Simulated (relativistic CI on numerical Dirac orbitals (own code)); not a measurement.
# Ru²⁺: 4d valence photoemission multiplets

Wanted: the shape of the 4d valence photoemission spectrum of Ru²⁺ in 4 surroundings, from the same atomic integrals.

Method: Dirac-Coulomb-Breit CI, KLI orbitals optimised for each configuration, model QED (radiative potential, 1s self-energy scaled to tabulated hydrogen-like ionisation energies), multiplet model of photoemission in the sudden approximation. Code: relativistic CI on numerical Dirac orbitals (own code) version 1.

### Step 1. The system

```
ion            : Ru²⁺ (Ru III)
nuclear charge : 44
electrons      : 42
configurations : [Kr] 4d6 → [Kr] 4d5
temperature    : 300 K
widths         : Lorentz 0.21 eV, Gauss 0.5 eV
surrounding 1  : free ion
surrounding 2  : Oh, 10Dq = 4700 cm⁻¹
surrounding 3  : Oh, 10Dq = 13000 cm⁻¹
surrounding 4  : Oh, 10Dq = 21300 cm⁻¹
```

### Step 2. Surrounding 1: free ion

The run's settings:

```ini
atom Ru  Z=44  charge=2  electrons=42
nucleus A=102  rms_radius_fm=4.4809
hamiltonian dirac-coulomb  breit=on  qed=on  c_scale=1
orbitals kli  potential=per-configuration
slater_scale 1
correlation none
mixing on
configurations
  [Kr] 4d6
  [Kr] 4d5
end
photoemission 4d valence T=300 lorentz=0.21 gauss=0.5
crystal_field free
```

### Step 3. Surrounding 2: Oh, 10Dq = 4700

Changes to the settings of step 2:

```diff
@@ -12,2 +12,2 @@
 photoemission 4d valence T=300 lorentz=0.21 gauss=0.5
-crystal_field free
+crystal_field Oh 10Dq=4700
```

### Step 4. Surrounding 3: Oh, 10Dq = 13000

Changes to the settings of step 3:

```diff
@@ -12,2 +12,2 @@
 photoemission 4d valence T=300 lorentz=0.21 gauss=0.5
-crystal_field Oh 10Dq=4700
+crystal_field Oh 10Dq=13000
```

### Step 5. Surrounding 4: Oh, 10Dq = 21300

Changes to the settings of step 4:

```diff
@@ -12,2 +12,2 @@
 photoemission 4d valence T=300 lorentz=0.21 gauss=0.5
-crystal_field Oh 10Dq=13000
+crystal_field Oh 10Dq=21300
```

(Steps that only read results are left out.)

Before running it: what results should come out? Wanted: highest peak, first run; ground spin.

As calculated:

| surrounding | ground S | centroid (eV) | spread (eV) | up to four highest peaks (% of the highest), eV |
| --- | --- | --- | --- | --- |
| 1: free | 1.99 | 29.80 | 1.86 | 26.5 (55), 30.0 (100), 32.1 (49) |
| 2: Oh | 1.99 | 29.84 | 1.80 | 26.7 (58), 29.9 (100), 30.7 (68), 32.4 (39) |
| 3: Oh | 1.99 | 29.90 | 1.78 | 27.1 (89), 29.2 (87), 29.9 (71), 30.8 (100) |
| 4: Oh | 0.07 | 29.84 | 0.98 | 29.6 (100) |

```
                           quantity         value
            highest peak, first run       30.0 eV
ground spin (effective S from ⟨S²⟩)  0.07 to 1.99
```

The ground spin changes between the runs (1.99 to 0.07), and the line shape with it. The position of the maximum differs by up to 1.2 eV between the surroundings, by shifts of peaks or by peaks exchanging rank. Energies are those of the free ion without screening by ligands; binding energies in solids differ by tens of eV.
